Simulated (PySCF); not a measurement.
# O4W ([WO4]2-): the cost of one run

Programs: PySCF 2.14.0, with routines of our own; each step states its level. All values are computed. Atoms count from 0.

## (1) The system as given

5 atoms, charge -2, multiplicity 1; geometry from: GFN2-xTB.

## (2) NMR shieldings: PBE0/pcSseg-1 W:us-x2c-TZVPall-2c, spin–orbit

The job: settings as JSON, then the geometry in Å.

```
{"job": {"xc": "PBE0", "basis": {"default": "pcSseg-1", "W": "us-x2c-TZVPall-2c"}, "rel": "so", "kind": "hnmr"}, "charge": -2, "multiplicity": 1}
W     -0.000050    -0.000670     0.000130
O      0.011250    -0.018680     1.803500
O      1.696500     0.011620    -0.611290
O     -0.857340     1.476060    -0.581050
O     -0.850360    -1.468330    -0.611300
```

Level: PBE0/pcSseg-1 W:us-x2c-TZVPall-2c GIAO NMR shielding, X2C with spin-orbit coupling, screened-nuclear two-electron part, Gaussian nuclei, gas phase.

The run is started by

```bash
> OMP_NUM_THREADS=1 python heavy_run.py task.json out
```

This one command runs all jobs of the session in turn.

**Question.** How long does this first job take on 1 thread of Intel Xeon Platinum 8259CL at 2.50GHz, shared host, and how much memory does it need?

About 3 min, with a peak of 1.1 GiB.
